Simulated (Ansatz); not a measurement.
# AlBH8OSi2: one species, many methods

Aim: compute AlBH8OSi2 with functionals from several rungs and with coupled cluster, and see how far each lands from CCSD(T) at the basis-set limit for the atomisation energy.

The runs use Ansatz 0.2.0, Gaussian basis; functionals in def2-TZVPP, the program's frozen cores in correlated methods.

Plan: PBE-D4, r2SCAN-D4, PBE0-D4, B3LYP-D4, ωB97X-V, ωB97M-V, B2PLYP; CCSD(T)/def2-TZVPP; MP2/def2-QZVPP; extrapolation to the limit.

## (1) The relaxed structure

An earlier PBE0-D4 in a triple-zeta def2 set relaxation fixed the geometry.

13 atoms, charge 0, spin multiplicity 1.

Atoms are counted from 1 here; the program's logs count them from 0.

Bond lengths: Al1–B2 2.173 Å, Al1–H6 1.596 Å, Al1–H7 1.596 Å, B2–Si3 2.034 Å, B2–O4 1.374 Å, Si3–H8 1.493 Å, Si3–H9 1.493 Å, Si3–H10 1.491 Å, O4–Si5 1.652 Å, Si5–H11 1.479 Å, Si5–H12 1.515 Å, Si5–H13 1.479 Å. Angles: B2–Al1–H6 121.0°, B2–Al1–H7 121.0°, H6–Al1–H7 117.9°, Al1–B2–Si3 126.9°, Al1–B2–O4 114.6°, Si3–B2–O4 118.6°, B2–Si3–H8 108.7°, B2–Si3–H9 108.7°, B2–Si3–H10 115.9°, H8–Si3–H9 106.4°, H8–Si3–H10 108.3°, H9–Si3–H10 108.3°, B2–O4–Si5 121.4°, O4–Si5–H11 110.5°, O4–Si5–H12 106.9°, O4–Si5–H13 110.5°, H11–Si5–H12 108.5°, H11–Si5–H13 111.8° and more.

## (2) PBE-D4 (GGA)

Contents of in.yaml:

```yaml
crystal:
  periodic: [false, false, false]
  atoms:
    - {symbol: Al, position_ang: [-1.185301, 1.400591, -0.410600]}
    - {symbol: B, position_ang: [0.414772, 0.094229, 0.262664]}
    - {symbol: Si, position_ang: [2.059336, 0.630737, 1.332327]}
    - {symbol: O, position_ang: [0.262983, -1.224950, -0.092227]}
    - {symbol: Si, position_ang: [-1.045830, -1.736327, -0.960753]}
    - {symbol: H, position_ang: [-2.454864, 1.689495, 0.512045]}
    - {symbol: H, position_ang: [-1.095448, 2.156089, -1.813389]}
    - {symbol: H, position_ang: [2.802629, 1.680459, 0.574104]}
    - {symbol: H, position_ang: [1.614155, 1.266755, 2.607722]}
    - {symbol: H, position_ang: [3.009367, -0.469733, 1.663766]}
    - {symbol: H, position_ang: [-0.618595, -2.291580, -2.263183]}
    - {symbol: H, position_ang: [-1.907104, -0.516905, -1.216938]}
    - {symbol: H, position_ang: [-1.835597, -2.713564, -0.180738]}
basis:
  gaussian: {orbitals: def2-TZVPP}
hamiltonian: {xc: pbe, dispersion: d4}
output: {forces: true, orbitals: {seedname: orbitals}}
```

On the command line:

```console
> ansatz run in.yaml --threads 4 --pin off --events-out ev --progress --plain --max-ram 10444MiB
```

The runs that follow: r2SCAN-D4 (meta-GGA); PBE0-D4 (hybrid); B3LYP-D4 (hybrid); ωB97X-V (range-separated); ωB97M-V (range-separated); B2PLYP (double hybrid); CCSD(T) in def2-TZVPP; MP2 in def2-QZVPP.

Q: Predict the results of all the runs planned. Wanted: atomisation energy, CCSD(T)/CBS; farthest; mean size of error, hybrid; mean size of error, range-separated; gap, smallest and largest; T1 diagnostic; triples share of the correlation energy.

The runs gave:

| quantity | value |
| --- | --- |
| atomisation energy, CCSD(T)/CBS | 4031.9 kJ/mol |
| functionals within 20.2 kJ/mol (0.5 %) | r2SCAN-D4, B3LYP-D4, ωB97M-V |
| farthest | B2PLYP (-59.8 kJ/mol) |
| mean size of error, hybrid | 28.1 kJ/mol |
| mean size of error, range-separated | 17.9 kJ/mol |
| gap, smallest and largest | 2.77 eV (PBE-D4), 9.13 eV (ωB97X-V) |
| T1 diagnostic | 0.0145 |
| triples share of the correlation energy | 3.5 % |

**Reading.** PBE-D4 is off by -25.9 kJ/mol. Double hybrids carry the basis error of their MP2 part in triple zeta, and no dispersion term here, so their miss is partly the set-up's. The reference freezes the cores and leaves out relativity and excitations past (T), so misses under about 20.2 kJ/mol can't be ranked. Hartree-Fock recovers 76 % of the binding; the rest is correlation. The gap grows from 2.8 to 9.1 eV across the functionals, mostly with the share of exact exchange.
